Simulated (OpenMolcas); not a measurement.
**Rh²⁺ among point charges: CASSCF levels and susceptibility**

How does a field of 5 point charges split the states of Rh²⁺, and what χT follows?

Method: state-averaged CASSCF, spin-orbit coupling by RASSI with atomic mean-field integrals. Code: OpenMolcas 26.06.

1 further run of the same task is left out (it didn't finish).

## (1) The atom as given

```
Species                           : Rh²⁺ (rhodium, Z = 45, 43 electrons)
Basis                             : ANO-RCC-VTZP [7s6p4d2f1g], 68 functions
Scalar Hamiltonian                : DKH2, point nucleus
Inactive shells                   : 1s 2s 2p 3s 3p 3d 4s 4p
Active space                      : 7 electrons in 5 orbitals (4d)
Some configurations of this space : 4d7
Orbitals                          : optimised for each spin and parity, averaged over all roots
```

The outer shells:

4d7
```
4d [↑↓][↑↓][↑ ][↑ ][↑ ]
```

The ion sits among 5 point charges of -2 e arranged as a trigonal bipyramid (D3h), 2.03 Å from the ion, with the axial distance 2.071 Å. The active orbitals were held to one l.

The work runs as a chain of OpenMolcas steps in one folder; each step below is one input file. Labels, J, g values, rates, χT and fits are worked out afterwards by a script from the matrices that RASSI stores.

## (2) Basis and integrals

a.inp reads:

```
&GATEWAY
Coord
1

Rh 0.0 0.0 0.0
Basis=ANO-RCC-VTZP
Group=NoSym
NoMove
AngMom=0.0 0.0 0.0
AMFI
XField
5 Angstrom 0
2.030000 0.000000 0.000000 -2.000000
-1.015000 1.758032 0.000000 -2.000000
-1.015000 -1.758032 0.000000 -2.000000
0.000000 0.000000 2.070600 -2.000000
0.000000 0.000000 -2.070600 -2.000000
&SEWARD
```

The run is started by

```
$ OMP_NUM_THREADS=1 MOLCAS_MEM=1689 MOLCAS_PROJECT=a pymolcas a.inp > a.log
```

## (3) Reference wave functions, quartets, 10 roots

a.inp reads:

```
&RASSCF
FileOrb=start.orb
Symmetry=1
Spin=4
nActEl=7 0 0
Inactive=18
Ras2=5
CIRoot=10 10 1
SDav=10
CIMx=300
Iter=120 100
PrWF=0.3
OrbListing=Nothing
MaxOrb=0
SupSym
1
20 10 11 12 13 14 19 20 21 22 23 36 37 38 39 40 41 42 43 44 45
>>> COPY $Project.JobIph JOB001
```

start.orb holds the contracted functions of the basis, ordered by shell, or the orbitals of the step before.

## (4) Reference wave functions, doublets, 40 roots

a.inp reads:

```
&RASSCF
FileOrb=start.orb
Symmetry=1
Spin=2
nActEl=7 0 0
Inactive=18
Ras2=5
CIRoot=40 40 1
SDav=40
CIMx=300
Iter=120 100
PrWF=0.3
OrbListing=Nothing
MaxOrb=0
SupSym
1
20 10 11 12 13 14 19 20 21 22 23 36 37 38 39 40 41 42 43 44 45
>>> COPY $Project.JobIph JOB002
```

## (5) RASSI: spin-orbit coupling between the states

a.inp reads:

```
&RASSI
NrOfJobIphs=2 10 40
1 2 3 4 5 6 7 8 9 10
1 2 3 4 5 6 7 8 9 10 11 12 13 14 15 16 17 18 19 20 21 22 23 24 25 26 27
28 29 30 31 32 33 34 35 36 37 38 39 40
IphNames
JOB001
JOB002
EJob
SpinOrbit
DIPRint=1.0
SOCoupling=1000.0
Subsets=2
Property=9
'ANGMOM' 1 'ANGMOM' 2 'ANGMOM' 3 'MLTPL  1' 1 'MLTPL  1' 2 'MLTPL  1' 3
'AMFI' 1 'AMFI' 2 'AMFI' 3
SOProperty=3
'ANGMOM' 1 'ANGMOM' 2 'ANGMOM' 3
```

Before running it: what results should come out? Wanted: spin-free ground state; first state of the same spin within the active space; lowest level; next level.

The runs gave:

| quantity | value |
| --- | --- |
| method | CASSCF |
| spin-free ground state | 4A2, 1-fold in its orbital part |
| first state of the same spin within the active space | quartet at 1080 cm⁻¹ |
| lowest level | 2-fold E1/2, g = 1.91, 5.83, 5.83 |
| next level | 4.5 cm⁻¹ |
| χT at 300 K | 4.11 cm³ K/mol |
| effective moment at 300 K | 5.73 μB |

In words: The spin-free ground state (4A2) comes to 99 % from free-ion F terms and keeps the highest spin of the shell. χT at 300 K is 4.11, against 1.88 cm³ K/mol for the spin alone, so orbital moment adds to it. An active space of the d shell alone favours high spin; real ions in strong fields can be low spin. The field of point charges can differ much from that of real complexes. With metal d orbitals alone active, the gaps between spin states are rough; where two lie within a few thousand cm-1, their order is open. Point charges carry no covalency, so the field is a model and not that of real ligands.
